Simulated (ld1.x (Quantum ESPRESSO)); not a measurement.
**A TM potential for Ge, from input to tests**

Do these settings give a usable potential? It is generated, then checked for transferability, scattering, ghosts and hardness.

Method: ld1.x (Quantum ESPRESSO) 7.5, PBEsol, scalar-relativistic.

### 1 The atom and the settings

Typed settings, in words:

```
element                 : germanium (Ge, Z = 32)
type                    : norm-conserving Troullier–Martins (Kleinman–Bylander form)
frozen core             : [Ar]
valence charge          : 14
reference configuration : 3d10 4s1.75 4p2.25
partial waves           : 4s (bound): rc 1.45 bohr; 4p (bound): rc 1.90 bohr; 3d (bound): rc 1.20 bohr
local potential         : the d channel
core correction         : a·sin(br)/r model core inside 0.55 bohr
```

An earlier all-electron run gives the scale for the radii.

All-electron outer shells of the reference configuration (PBEsol, scalar-relativistic, ld1.x):

| shell | level (eV) | outermost node (bohr) | outermost maximum (bohr) |
| --- | --- | --- | --- |
| 3s | -168.58 | 0.26 | 0.54 |
| 3p | -115.89 | 0.23 | 0.54 |
| 3d | -29.76 | – | 0.50 |
| 4s | -11.99 | 0.77 | 1.73 |
| 4p | -4.08 | 0.82 | 2.19 |

### 2 Generation

File Ge.in:

```
 &input
   title='Ge', zed=32., rel=1, dft='PBESOL', iswitch=3,
   config='[Ar] 3d10 4s1.75 4p2.25',
   nld=3, rlderiv=2.05, eminld=-4.0, emaxld=5.0, deld=0.02
 /
 &inputp
   pseudotype=2, tm=.true., lloc=2,
   nlcc=.true., rcore=0.55,
   file_pseudopw='Ge.UPF', file_wfcaegen='ae.wfc', file_wfcncgen='nc.wfc', file_beta='beta', file_chi='chi'
 /
3
4S  1  0   1.75   0.00  1.45  1.45  0.0
4P  2  1   2.25   0.00  1.90  1.90  0.0
3D  3  2  10.00   0.00  1.20  1.20  0.0
 &test
   configts(1)='3d10 4s1.75 4p2.25'
 /
```

On the command line:

```sh
ld1.x < Ge.in > Ge.out
```

What the program wrote to Ge.out (without the banner and most projector matrices):

```text
     Program LD1 v.7.5
     --------------------------- All-electron run ----------------------------

     Ge
     scalar relativistic calculation

     atomic number is 32.00
     dft =PBESOL   lsd =0 sic =0 latt =0  beta=0.20 tr2=1.0E-14
     Exchange-correlation= PBESOL
                           (   1   4  10   8   0   0   0)
     mesh =1207 r(mesh) = 100.41023 a.u. xmin = -7.00 dx = 0.01250
     1 Ry =  13.60569312 eV, c = 137.03599908

     n l     nl                  e(Ry)          e(Ha)          e(eV)
     1 0     1S 1( 2.00)      -804.9928      -402.4964    -10952.4849
     2 0     2S 1( 2.00)      -100.7729       -50.3864     -1371.0845
     2 1     2P 1( 6.00)       -88.0901       -44.0450     -1198.5265
     3 0     3S 1( 2.00)       -12.3903        -6.1951      -168.5785
     3 1     3P 1( 6.00)        -8.5175        -4.2588      -115.8867
     3 2     3D 1(10.00)        -2.1874        -1.0937       -29.7609
     4 0     4S 1( 1.75)        -0.8815        -0.4408       -11.9936
     4 1     4P 1( 2.25)        -0.2997        -0.1499        -4.0777

     final scf error:  9.5E-15 reached in  31 iterations

     Etot =   -4194.445132 Ry,   -2097.222566 Ha,  -57068.333283 eV

     Ekin =    4269.990133 Ry,    2134.995067 Ha,   58096.175393 eV
     Encl =  -10111.553823 Ry,   -5055.776911 Ha, -137574.698312 eV
     Eh   =    1802.953935 Ry,     901.476967 Ha,   24530.437954 eV
     Exc  =    -155.835377 Ry,     -77.917689 Ha,   -2120.248318 eV

     normalization and overlap integrals

     s(1S/1S) =  1.000000  <r> =   0.0470  <r2> =    0.0030  r(max) =   0.0309
     s(2S/2S) =  1.000000  <r> =   0.2102  <r2> =    0.0521  r(max) =   0.1754
     s(2P/2P) =  1.000000  <r> =   0.1838  <r2> =    0.0414  r(max) =   0.1418
     s(3S/3S) =  1.000000  <r> =   0.6247  <r2> =    0.4503  r(max) =   0.5402
     s(3P/3P) =  1.000000  <r> =   0.6474  <r2> =    0.4936  r(max) =   0.5402
     s(3D/3D) =  1.000000  <r> =   0.7362  <r2> =    0.6960  r(max) =   0.5012
     s(4S/4S) =  1.000000  <r> =   2.1069  <r2> =    5.1344  r(max) =   1.7277
     s(4P/4P) =  1.000000  <r> =   2.8540  <r2> =    9.7133  r(max) =   2.1908

     ------------------------ End of All-electron run ------------------------

     --------------------- Generating NC pseudopotential ---------------------

      Generating local pot.: lloc=2, matching radius rcloc =   1.2000

      Computing core charge for nlcc:

       r > 0.55 : true rho core
       r < 0.55 : rho core = a sin(br)/r    a=  32.01  b=   3.84

      Integrated core pseudo-charge :   9.14

      Wfc   4S  rcut= 1.432  Using Troullier-Martins method

      Wfc   4P  rcut= 1.886  Using Troullier-Martins method

     ------------------- End of pseudopotential generation -------------------

     [... the all-electron block is printed once more ...]


     Computing logarithmic derivative in   2.04528
     Computing logarithmic derivative in   2.04528
     Computing the partial wave expansion
     R is outside the sphere for l=    0 j= 0.00
     R is outside the sphere for l=    1 j= 0.00
       no projector for channel:   2

     ---------------------- Testing the pseudopotential ----------------------

     Ge
     scalar relativistic calculation

     atomic number is 32.00   valence charge is 14.00
     dft =PBESOL   lsd =0 sic =0 latt =0  beta=0.20 tr2=1.0E-14
     mesh =1207 r(mesh) = 100.41023 xmin = -7.00 dx = 0.01250

     n l     nl             e AE (Ry)        e PS (Ry)    De AE-PS (Ry)
     3 2     3D   1(10.00)       -2.18739       -2.18740        0.00001
     1 0     4S   1( 1.75)       -0.88151       -0.88151        0.00000
     2 1     4P   1( 2.25)       -0.29971       -0.29971       -0.00000

     eps = 2.4E-15  iter = 25

     Etot =   -4194.445132 Ry,   -2097.222566 Ha,  -57068.333283 eV
     Etotps =  -204.120219 Ry,    -102.060109 Ha,   -2777.197053 eV

     Ekin =     226.366555 Ry,     113.183277 Ha,    3079.873879 eV
     Encl =    -543.119794 Ry,    -271.559897 Ha,   -7389.521243 eV
     Ehrt =     162.619427 Ry,      81.309713 Ha,    2212.550018 eV
     Ecxc =     -52.411209 Ry,     -26.205605 Ha,    -713.090828 eV
     (Ecc =     -21.153941 Ry,     -10.576971 Ha,    -287.814034 eV)
     Epseu=       2.424803 Ry,       1.212401 Ha,      32.991121 eV

     ---------------------- End of pseudopotential test ----------------------
```

Wall time 2.2 s (1 thread of Neoverse-V2, shared host). This counts the later configuration tests of the new file too.

All-electron and pseudo partial waves u(r) = r·R(r), from the program's wave files:

| r (bohr) | 3d AE | 3d PS |
| --- | --- | --- |
| 0.095 | 0.1492 | 0.0275 |
| 0.190 | 0.5319 | 0.1935 |
| 0.285 | 0.8728 | 0.5241 |
| 0.380 | 1.0744 | 0.9086 |
| 0.475 | 1.1484 | 1.1892 |
| 0.570 | 1.1357 | 1.2836 |
| 0.665 | 1.0734 | 1.2203 |
| 0.760 | 0.9870 | 1.0812 |
| 0.855 | 0.8918 | 0.9338 |
| 0.950 | 0.7966 | 0.8085 |
| 1.045 | 0.7060 | 0.7075 |
| 1.140 | 0.6223 | 0.6224 |
| 1.235 | 0.5465 | 0.5465 |
| 1.330 | 0.4786 | 0.4786 |
| 1.425 | 0.4183 | 0.4183 |
| 1.520 | 0.3652 | 0.3652 |
| 1.615 | 0.3185 | 0.3185 |
| 1.710 | 0.2775 | 0.2775 |
| 1.805 | 0.2417 | 0.2417 |
| 1.900 | 0.2104 | 0.2104 |
| 1.995 | 0.1831 | 0.1831 |
| 2.090 | 0.1592 | 0.1592 |
| 2.185 | 0.1385 | 0.1385 |
| 2.280 | 0.1204 | 0.1204 |
| 2.375 | 0.1046 | 0.1046 |
| 2.470 | 0.0909 | 0.0909 |

### 3 Transferability test

File Ge.test.in:

```
 &input
   title='Ge', zed=32., rel=1, dft='PBESOL', iswitch=2,
   config='[Ar] 3d10 4s1.75 4p2.25'
 /
 &test
   file_pseudo='Ge.UPF', nconf=8,
   configts(1)='3d10 4s1.75 4p2.25',
   configts(2)='3d10 4s2 4p2',
   configts(3)='3d10 4s2 4p1',
   configts(4)='3d10 4s2 4p0',
   configts(5)='3d10 4s2 4p1.5',
   configts(6)='3d9 4s2 4p3',
   configts(7)='3d10 4s2 4p2.3',
   configts(8)='3d10 4s0 4p0'
 /
```

On the command line:

```sh
ld1.x < Ge.test.in > Ge.test.out
```

Ge.test.out, the pseudopotential blocks, each with the warnings that came before it:

```text
     ---------------------- Testing the pseudopotential ----------------------

     Ge
     scalar relativistic calculation

     atomic number is 32.00   valence charge is 14.00
     dft =PBESOL   lsd =0 sic =0 latt =0  beta=0.20 tr2=1.0E-14
     mesh =1207 r(mesh) = 100.41023 xmin = -7.00 dx = 0.01250

     n l     nl             e AE (Ry)        e PS (Ry)    De AE-PS (Ry)
     3 2     3D   1(10.00)       -2.18739       -2.18740        0.00001
     1 0     4S   1( 1.75)       -0.88151       -0.88151        0.00000
     2 1     4P   1( 2.25)       -0.29971       -0.29971       -0.00000

     eps = 2.3E-15  iter = 25

     Etot =   -4194.445132 Ry,   -2097.222566 Ha,  -57068.333283 eV
     Etotps =  -204.120218 Ry,    -102.060109 Ha,   -2777.197053 eV

     Ekin =     226.366555 Ry,     113.183277 Ha,    3079.873879 eV
     Encl =    -543.119794 Ry,    -271.559897 Ha,   -7389.521243 eV
     Ehrt =     162.619427 Ry,      81.309713 Ha,    2212.550018 eV
     Ecxc =     -52.411209 Ry,     -26.205605 Ha,    -713.090828 eV
     (Ecc =     -21.153941 Ry,     -10.576971 Ha,    -287.814034 eV)
     Epseu=       2.424803 Ry,       1.212401 Ha,      32.991121 eV

     ---------------------- End of pseudopotential test ----------------------

     ---------------------- Testing the pseudopotential ----------------------

     Ge
     [...]
     n l     nl             e AE (Ry)        e PS (Ry)    De AE-PS (Ry)
     3 2     3D   1(10.00)       -2.15441       -2.15410       -0.00031
     1 0     4S   1( 2.00)       -0.86312       -0.86311       -0.00000
     2 1     4P   1( 2.00)       -0.28641       -0.28644        0.00003

     eps = 3.0E-15  iter = 25

     Etot =   -4194.589934 Ry,   -2097.294967 Ha,  -57070.303424 eV
     Etotps =  -204.265031 Ry,    -102.132516 Ha,   -2779.167330 eV
     dEtot_ae =      -0.144803 Ry
     dEtot_ps =      -0.144813 Ry,   Delta E=       0.000010 Ry

     [...]
     ---------------------- End of pseudopotential test ----------------------

     ---------------------- Testing the pseudopotential ----------------------

     Ge
     [...]
     n l     nl             e AE (Ry)        e PS (Ry)    De AE-PS (Ry)
     3 2     3D   1(10.00)       -2.81776       -2.81274       -0.00503  !
     1 0     4S   1( 2.00)       -1.46208       -1.46185       -0.00023
     2 1     4P   1( 1.00)       -0.82733       -0.82731       -0.00003

     eps = 8.7E-15  iter = 24

     Etot =   -4194.042153 Ry,   -2097.021076 Ha,  -57062.850477 eV
     Etotps =  -203.717176 Ry,    -101.858588 Ha,   -2771.713377 eV
     dEtot_ae =       0.402979 Ry
     dEtot_ps =       0.403043 Ry,   Delta E=      -0.000064 Ry

     [...]
     ---------------------- End of pseudopotential test ----------------------

     ---------------------- Testing the pseudopotential ----------------------

     Ge
     [...]
     n l     nl             e AE (Ry)        e PS (Ry)    De AE-PS (Ry)
     3 2     3D   1(10.00)       -3.61817       -3.60441       -0.01376  !
     1 0     4S   1( 2.00)       -2.15220       -2.15189       -0.00030
     2 1     4P   1( 0.00)       -1.45534       -1.45545        0.00011

     eps = 4.5E-15  iter = 23

     Etot =   -4192.906700 Ry,   -2096.453350 Ha,  -57047.401848 eV
     Etotps =  -202.581561 Ry,    -101.290781 Ha,   -2756.262557 eV
     dEtot_ae =       1.538432 Ry
     dEtot_ps =       1.538657 Ry,   Delta E=      -0.000225 Ry

     [...]
     ---------------------- End of pseudopotential test ----------------------

     ---------------------- Testing the pseudopotential ----------------------

     Ge
     [...]
     n l     nl             e AE (Ry)        e PS (Ry)    De AE-PS (Ry)
     3 2     3D   1(10.00)       -2.46604       -2.46386       -0.00218
     1 0     4S   1( 2.00)       -1.14830       -1.14819       -0.00011
     2 1     4P   1( 1.50)       -0.54336       -0.54337        0.00000

     eps = 3.8E-15  iter = 23

     Etot =   -4194.383792 Ry,   -2097.191896 Ha,  -57067.498716 eV
     Etotps =  -204.058851 Ry,    -102.029425 Ha,   -2776.362099 eV
     dEtot_ae =       0.061340 Ry
     dEtot_ps =       0.061368 Ry,   Delta E=      -0.000028 Ry

     [...]
     ---------------------- End of pseudopotential test ----------------------

     BEWARE! Errors in PS-KS equations
     Warning: n=1, l=0 expected 0 nodes, found 2
     Warning: n=2, l=1 expected 0 nodes, found 1
     Warning: n=3, l=2 expected 0 nodes, found 1
     ---------------------- Testing the pseudopotential ----------------------

     Ge
     [...]
     n l     nl             e AE (Ry)        e PS (Ry)    De AE-PS (Ry)
     3 2     3D   1( 9.00)       -2.87511       -7.70228        4.82718  !
     1 0     4S   1( 2.00)       -1.03204       -1.58070        0.54866  !
     2 1     4P   1( 3.00)       -0.37976       -0.48386        0.10410  !

     eps = 5.5E-15  iter = 48

     Etot =   -4192.412558 Ry,   -2096.206279 Ha,  -57040.678705 eV
     Etotps =  -194.550683 Ry,     -97.275342 Ha,   -2646.996894 eV
     dEtot_ae =       2.032574 Ry
     dEtot_ps =       9.569535 Ry,   Delta E=      -7.536961 Ry

     [...]
     ---------------------- End of pseudopotential test ----------------------

     ---------------------- Testing the pseudopotential ----------------------

     Ge
     [...]
     n l     nl             e AE (Ry)        e PS (Ry)    De AE-PS (Ry)
     3 2     3D   1(10.00)       -1.99101       -1.99136        0.00035
     1 0     4S   1( 2.00)       -0.70991       -0.70995        0.00004
     2 1     4P   1( 2.30)       -0.14877       -0.14881        0.00004

     eps = 9.7E-15  iter = 27

     Etot =   -4194.654849 Ry,   -2097.327425 Ha,  -57071.186637 eV
     Etotps =  -204.329962 Ry,    -102.164981 Ha,   -2780.050755 eV
     dEtot_ae =      -0.209718 Ry
     dEtot_ps =      -0.209743 Ry,   Delta E=       0.000026 Ry

     [...]
     ---------------------- End of pseudopotential test ----------------------

     ---------------------- Testing the pseudopotential ----------------------

     Ge
     [...]
     n l     nl             e AE (Ry)        e PS (Ry)    De AE-PS (Ry)
     3 2     3D   1(10.00)       -5.73302       -5.71101       -0.02201  !
     1 0     4S   1( 0.00)       -3.81896       -3.82717        0.00821  !
     2 1     4P   1( 0.00)       -2.98353       -3.16951        0.18598  !

     eps = 9.1E-15  iter = 14

     Etot =   -4186.958992 Ry,   -2093.479496 Ha,  -56966.479167 eV
     Etotps =  -196.628805 Ry,     -98.314402 Ha,   -2675.271179 eV
     dEtot_ae =       7.486139 Ry
     dEtot_ps =       7.491414 Ry,   Delta E=      -0.005274 Ry

     [...]
     ---------------------- End of pseudopotential test ----------------------
```

1 test gave no usable energy difference (3d9 4s2 4p3).

Energies count from the reference configuration 3d10 4s1.75 4p2.25; the error is all-electron less pseudo. The frozen-core shift comes from a second all-electron run, not shown, with the core orbitals held at their reference shape; it is that run's ΔE less the relaxed one.

```tsv
valence configuration	charge	ΔE all-electron (eV)	error AE − PS (meV)	frozen-core shift (meV)
3d10 4s2 4p2	0	-1.970	+0.1	-0.1
3d10 4s2 4p1	+1	5.483	-0.9	+0.6
3d10 4s2 4p0	+2	20.931	-3.1	+2.7
3d10 4s2 4p1.5	+0.5	0.835	-0.4	+0.2
3d10 4s2 4p2.3	-0.3	-2.853	+0.4	-0.1
3d10 4s0 4p0	+4	101.854	-72	+31
```

### 4 Does it scatter like the atom?

Taken from the files of the generation run. The phase is arctan(r·u′/u) with u = r·R, unwrapped, with energies in Ry. A pole is an energy at which the radial function vanishes at the test radius. The pseudo phase is shifted by a multiple of π to meet the all-electron one at the reference energy. Levels narrower than the energy grid can be missing from the poles. The last column is the largest difference on the grid between −1 and +1 Ry.

| channel | radius (bohr) | reference (Ry) | poles AE | poles PS | window around the reference with phases within 0.05 rad (Ry) | largest difference near zero (rad) |
| --- | --- | --- | --- | --- | --- | --- |
| s | 2.04 | -0.88 | 1.80 | 1.61 | below 2.8 | 0.009 |
| p | 2.04 | -0.30 | 3.31 | 3.15 | the whole range | 0.005 |
| d | 2.04 | -2.19 | -2.09 | -2.09 | below 0.9 | 0.039 |

Phases (rad) along the scan:

| E (Ry) | d AE | d PS | s AE | s PS |
| --- | --- | --- | --- | --- |
| -4.00 | 1.321 | 1.321 | 1.244 | 1.241 |
| -3.52 | 1.298 | 1.299 | 1.203 | 1.200 |
| -3.04 | 1.261 | 1.262 | 1.144 | 1.141 |
| -2.56 | 1.149 | 1.151 | 1.053 | 1.049 |
| -2.08 | -1.592 | -1.591 | 0.892 | 0.888 |
| -1.60 | -1.808 | -1.806 | 0.562 | 0.558 |
| -1.12 | -1.871 | -1.867 | -0.123 | -0.124 |
| -0.64 | -1.925 | -1.919 | -0.834 | -0.834 |
| -0.16 | -1.991 | -1.980 | -1.185 | -1.188 |
| 0.32 | -2.083 | -2.064 | -1.355 | -1.362 |
| 0.80 | -2.229 | -2.190 | -1.454 | -1.463 |
| 1.28 | -2.492 | -2.405 | -1.519 | -1.532 |
| 1.76 | -2.988 | -2.799 | -1.567 | -1.587 |
| 2.24 | -3.646 | -3.404 | -1.606 | -1.635 |
| 2.72 | -4.096 | -3.926 | -1.640 | -1.684 |
| 3.20 | -4.332 | -4.223 | -1.672 | -1.744 |
| 3.68 | -4.466 | -4.388 | -1.704 | -1.833 |
| 4.16 | -4.551 | -4.490 | -1.739 | -2.022 |
| 4.64 | -4.611 | -4.559 | -1.779 | -2.760 |

### 5 Cutoff and ghost test in a Bessel basis

This step uses the generator's waves and projectors in a separate script. Basis: spherical Bessel functions vanishing at 20 bohr, q² up to the cutoff; potential fixed at the reference.

All-electron valence levels (Ry): 4s -0.8815, 4p -0.2997, 3d -2.1874. The lowest levels of each channel (Ry) by cutoff; the last column sums, over occupied levels, occupation times the distance from the level at 400 Ry. A positive value at high cutoff is not a bound level.

| cutoff (Ry) | s #1 | s #2 | p #1 | p #2 | d #1 | f #1 | Σ f·Δε (mRy) |
| --- | --- | --- | --- | --- | --- | --- | --- |
| 8 | -0.8496 | -0.0323 | -0.2968 | 0.0257 | 0.0543 | 0.1091 | 22479.3 |
| 18 | -6.6291 | -0.8613 | -0.2992 | 0.0256 | 0.0529 | 0.1091 | 22439.7 |
| 35 | -17.3984 | -0.8790 | -1.4191 | -0.2995 | 0.0495 | 0.1091 | 22374.1 |
| 55 | -22.8204 | -0.8807 | -5.9006 | -0.2997 | -0.1758 | 0.1091 | 20117.0 |
| 90 | -25.1575 | -0.8814 | -9.3343 | -0.2997 | -1.5557 | 0.1091 | 6316.5 |
| 140 | -25.5271 | -0.8815 | -10.3088 | -0.2997 | -2.1529 | 0.1091 | 344.7 |
| 200 | -25.5318 | -0.8815 | -10.3433 | -0.2997 | -2.1868 | 0.1091 | 6.1 |
| 230 | -25.5332 | -0.8815 | -10.3443 | -0.2997 | -2.1868 | 0.1091 | 5.5 |
| 400 | -25.5346 | -0.8815 | -10.3459 | -0.2997 | -2.1874 | 0.1091 | 0.0 |

The sum stays within 10 mRy from 200 Ry and within 1 mRy only somewhere over 300 Ry. The sum leaves out empty levels, which can need more. Ghost test: ghost states, bound below the all-electron valence or empty levels of the same l: s at -347.4 eV, p at -140.8 eV.

### 6 Summary of results

| quantity | value |
| --- | --- |
| cutoffs for 10 and 1 mRy, occupied levels | 200 Ry and over 300 Ry |
| bound ghosts | s at -347.42 eV, p at -140.76 eV |
| largest test error (AE − PS) | -72 meV, for 3d10 4s0 4p0 (1 test unsolved) |
| largest phase difference near zero energy, channels read | 0.039 rad |

**Reading.** A bound ghost (s, p) makes it unfit for use: electrons can fall into a state that the atom doesn't have. By total energies transferability is fair where solved: the largest error is 72 meV on 101.9 eV, for 3d10 4s0 4p0. That test lies far up in energy; among those under 40 eV, nearer to bonding, the largest error is 3.1 meV. Of the tests 1 gave no usable energy difference, which is a warning in itself. It counts as very hard, with 200 Ry needed at the looser tolerance. The tighter tolerance needs over 300 Ry, and converged work needs a cutoff nearer that. The slowest occupied level is 3d: taken alone it needs 200 Ry to come within 1 mRy, against 45 Ry for 4s. Of the channels read, d scatters worst near zero energy, by up to 0.04 rad. These are tests on the free atom; a crystal test is still owed.
